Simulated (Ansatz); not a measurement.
**C2H6Cl2Hf: up Jacob's ladder to CCSD(T)**

One table from this session's results is given with a row withheld; the runs are named, their logs left out.

The runs use Ansatz 0.2.0, Gaussian basis; functionals in def2-TZVPP, the program's frozen cores in correlated methods.

Plan: LDA (SPW92), PBE-D4, revPBE-D4, BLYP-D4, r2SCAN-D4, B97M-V, PBE0-D4, B3LYP-D4, r2SCANh-D4, r2SCAN0-D4, HSE06-D4, BHLYP-D4, CAM-B3LYP-D4, LC-ωPBE, ωB97X-V, ωB97M-V, B2PLYP, PBE-QIDH; CCSD(T)/def2-SVP; CCSD(T)/def2-TZVPP; MP2/def2-QZVPP; extrapolation to the limit; RPA on PBE.

**The relaxed structure**

An earlier PBE0-D4 in a triple-zeta def2 set relaxation fixed the geometry. Hf takes the def2 core potential; no spin-orbit term is included.

SMILES `[CH3][Hf]([CH3])([Cl])[Cl]`, 11 atoms, charge 0, spin multiplicity 1.

Atoms are counted from 1 here; the program's logs count them from 0.

Bond lengths: C1–Hf2 2.190 Å, C1–H6 1.097 Å, C1–H7 1.096 Å, C1–H8 1.097 Å, Hf2–C3 2.190 Å, Hf2–Cl4 2.344 Å, Hf2–Cl5 2.344 Å, C3–H9 1.097 Å, C3–H10 1.096 Å, C3–H11 1.097 Å. Angles: Hf2–C1–H6 110.8°, Hf2–C1–H7 112.2°, Hf2–C1–H8 110.8°, H6–C1–H7 107.6°, H6–C1–H8 107.7°, H7–C1–H8 107.6°, C1–Hf2–C3 103.6°, C1–Hf2–Cl4 108.6°, C1–Hf2–Cl5 108.6°, C3–Hf2–Cl4 108.6°, C3–Hf2–Cl5 108.7°, Cl4–Hf2–Cl5 117.8°, Hf2–C3–H9 110.8°, Hf2–C3–H10 112.2°, Hf2–C3–H11 110.8°, H9–C3–H10 107.6°, H9–C3–H11 107.7°, H10–C3–H11 107.6°.

As a file:

```xyz
11
C2H6Cl2Hf
C    -1.6354    0.5525    0.4304
Hf    0.2059    0.4550   -0.7505
C     1.4289   -1.0094    0.3239
Cl   -0.3073   -0.4095   -2.8680
Cl    1.2706    2.5407   -0.6498
H    -1.4231    0.8739    1.4573
H    -2.3616    1.2557    0.0066
H    -2.1176   -0.4314    0.4813
H     1.6236   -0.6758    1.3505
H     2.3983   -1.1734   -0.1606
H     0.9178   -1.9782    0.3789
```

The first run:

in.yaml reads:

```yaml
crystal:
  periodic: [false, false, false]
  atoms:
    - {symbol: C, position_ang: [-1.635447, 0.552451, 0.430386]}
    - {symbol: Hf, position_ang: [0.205876, 0.454970, -0.750538]}
    - {symbol: C, position_ang: [1.428858, -1.009416, 0.323905]}
    - {symbol: Cl, position_ang: [-0.307252, -0.409530, -2.867963]}
    - {symbol: Cl, position_ang: [1.270592, 2.540717, -0.649759]}
    - {symbol: H, position_ang: [-1.423058, 0.873895, 1.457330]}
    - {symbol: H, position_ang: [-2.361607, 1.255697, 0.006574]}
    - {symbol: H, position_ang: [-2.117612, -0.431411, 0.481271]}
    - {symbol: H, position_ang: [1.623574, -0.675795, 1.350502]}
    - {symbol: H, position_ang: [2.398300, -1.173365, -0.160590]}
    - {symbol: H, position_ang: [0.917775, -1.978213, 0.378862]}
basis:
  gaussian: {orbitals: def2-TZVPP}
hamiltonian: {xc: lda}
output: {orbitals: {seedname: orbitals}}
```

Command:

```console
> ansatz run in.yaml --threads 4 --pin off --events-out ev --progress --plain --max-ram 11315MiB
```

Among the steps run: LDA; PBE-D4 (GGA); revPBE-D4 (GGA); BLYP-D4 (GGA); r2SCAN-D4 (meta-GGA); B97M-V (meta-GGA); PBE0-D4 (hybrid); B3LYP-D4 (hybrid); r2SCANh-D4 (hybrid); r2SCAN0-D4 (hybrid); HSE06-D4 (hybrid); BHLYP-D4 (hybrid); CAM-B3LYP-D4 (range-separated); LC-ωPBE (range-separated); ωB97X-V (range-separated); ωB97M-V (range-separated); B2PLYP (double hybrid); PBE-QIDH (double hybrid).

One of the session's tables, all rows but one given; the rest of the session is left out.

It belongs to the step «Frontier levels by functional». 

| functional | HOMO (eV) | gap (eV) |
| --- | --- | --- |
| LDA (SPW92) | -6.86 | 4.33 |
| PBE-D4 | -6.75 | 4.47 |
| revPBE-D4 | -6.70 | 4.52 |
| BLYP-D4 | -6.61 | 4.46 |
| r2SCAN-D4 | -7.07 | 5.03 |
| B97M-V | -7.14 | 5.14 |
| PBE0-D4 | -8.10 | 6.73 |
| B3LYP-D4 | -7.86 | 6.26 |
| r2SCANh-D4 | -7.57 | 5.85 |
| r2SCAN0-D4 | -8.31 | 7.09 |
| HSE06-D4 | -7.69 | 5.94 |
| BHLYP-D4 | -9.34 | 9.03 |
| CAM-B3LYP-D4 | ? | ? |
| LC-ωPBE | -10.93 | 11.89 |
| ωB97X-V | -10.55 | 11.41 |
| ωB97M-V | -10.40 | 11.14 |

**Question.** Estimate the row for CAM-B3LYP-D4.

**Answer.** HOMO (eV): -9.50; gap (eV): 9.27. In the column «HOMO (eV)» it lies between ωB97M-V (-10.40) and BHLYP-D4 (-9.34).
